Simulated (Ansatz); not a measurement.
**C₂H₈ClGaO: up Jacob's ladder to CCSD(T)**

One table from this session's results is given with a row withheld; the runs are named, their logs left out.

Program: Ansatz 0.2.0, Gaussian basis. Level of theory: functionals in def2-TZVPP, the program's frozen cores in correlated methods. These are calculated values, not measurements.

The runs, in order: LDA (SPW92), PBE-D4, revPBE-D4, BLYP-D4, r2SCAN-D4, B97M-V, PBE0-D4, B3LYP-D4, r2SCANh-D4, r2SCAN0-D4, HSE06-D4, BHLYP-D4, CAM-B3LYP-D4, LC-ωPBE, ωB97X-V, ωB97M-V, B2PLYP, PBE-QIDH; CCSD(T)/def2-SVP; CCSD(T)/def2-TZVPP; MP2/def2-QZVPP; extrapolation to the limit; RPA on PBE.

## Structure used throughout

An earlier PBE0-D4 in a triple-zeta def2 set relaxation fixed the geometry.

SMILES `[CH3][Ga-]([CH3])([OH2+])[Cl]`, 13 atoms, charge 0, spin multiplicity 1.

Atoms are counted from 1 here; the program's logs count them from 0.

Bond lengths: C1–Ga2 1.958 Å, C1–H6 1.092 Å, C1–H7 1.091 Å, C1–H8 1.092 Å, Ga2–C3 1.966 Å, Ga2–O4 2.183 Å, Ga2–Cl5 2.234 Å, C3–H9 1.092 Å, C3–H10 1.093 Å, C3–H11 1.093 Å, O4–H12 0.963 Å, O4–H13 0.971 Å. Angles: Ga2–C1–H6 111.3°, Ga2–C1–H7 110.3°, Ga2–C1–H8 110.2°, H6–C1–H7 108.8°, H6–C1–H8 108.1°, H7–C1–H8 108.0°, C1–Ga2–C3 130.6°, C1–Ga2–O4 102.2°, C1–Ga2–Cl5 112.6°, C3–Ga2–O4 99.8°, C3–Ga2–Cl5 112.4°, O4–Ga2–Cl5 86.4°, Ga2–C3–H9 111.1°, Ga2–C3–H10 111.6°, Ga2–C3–H11 110.0°, H9–C3–H10 109.1°, H9–C3–H11 107.4°, H10–C3–H11 107.5° and more.

The first run:

in.yaml

```yaml
crystal:
  periodic: [false, false, false]
  atoms:
    - {symbol: C, position_ang: [-1.803165, 0.255109, -0.859142]}
    - {symbol: Ga, position_ang: [0.083624, 0.004901, -0.397903]}
    - {symbol: C, position_ang: [1.019910, -1.545793, 0.367174]}
    - {symbol: O, position_ang: [0.356077, 1.440590, 1.223642]}
    - {symbol: Cl, position_ang: [1.440567, 1.313045, -1.597827]}
    - {symbol: H, position_ang: [-2.458056, -0.144980, -0.082148]}
    - {symbol: H, position_ang: [-2.022859, 1.315279, -0.993820]}
    - {symbol: H, position_ang: [-2.033680, -0.258667, -1.795323]}
    - {symbol: H, position_ang: [2.049860, -1.294104, 0.628068]}
    - {symbol: H, position_ang: [0.509062, -1.926593, 1.255316]}
    - {symbol: H, position_ang: [1.056004, -2.357414, -0.363413]}
    - {symbol: H, position_ang: [0.931208, 1.092656, 1.913654]}
    - {symbol: H, position_ang: [0.892047, 2.071172, 0.716623]}
basis:
  gaussian: {orbitals: def2-TZVPP}
hamiltonian: {xc: lda}
output: {orbitals: {seedname: orbitals}}
```

The run is started by

```sh
$ ansatz run in.yaml --threads 4 --pin off --events-out ev --progress --plain --max-ram 11315MiB
```

Steps of the session up to this table: LDA; PBE-D4 (GGA); revPBE-D4 (GGA); BLYP-D4 (GGA); r2SCAN-D4 (meta-GGA); B97M-V (meta-GGA); B3LYP-D4 (hybrid); r2SCANh-D4 (hybrid); r2SCAN0-D4 (hybrid); HSE06-D4 (hybrid); BHLYP-D4 (hybrid); CAM-B3LYP-D4 (range-separated); LC-ωPBE (range-separated); ωB97X-V (range-separated); ωB97M-V (range-separated); B2PLYP (double hybrid); PBE-QIDH (double hybrid).

One of the session's tables, all rows but one given; the rest of the session is left out.

It belongs to the step «Frontier levels by functional». 

| functional | HOMO (eV) | gap (eV) |
| --- | --- | --- |
| LDA (SPW92) | -6.37 | 5.23 |
| PBE-D4 | -6.22 | 5.23 |
| revPBE-D4 | -6.15 | 5.26 |
| BLYP-D4 | -6.07 | 5.04 |
| r2SCAN-D4 | -6.50 | 6.14 |
| B97M-V | -6.57 | 5.80 |
| PBE0-D4 | -7.48 | 7.36 |
| B3LYP-D4 | -7.24 | 6.74 |
| r2SCANh-D4 | -6.96 | 6.87 |
| r2SCAN0-D4 | -7.67 | 7.96 |
| HSE06-D4 | -7.08 | 6.59 |
| BHLYP-D4 | -8.62 | 9.13 |
| CAM-B3LYP-D4 | ? | ? |
| LC-ωPBE | -10.20 | 12.21 |
| ωB97X-V | -9.82 | 11.60 |
| ωB97M-V | -9.68 | 11.03 |

Q: Estimate the row for CAM-B3LYP-D4 from the others.

**Answer.** HOMO (eV): -8.82; gap (eV): 9.46. In the column «HOMO (eV)» it lies between ωB97M-V (-9.68) and BHLYP-D4 (-8.62).
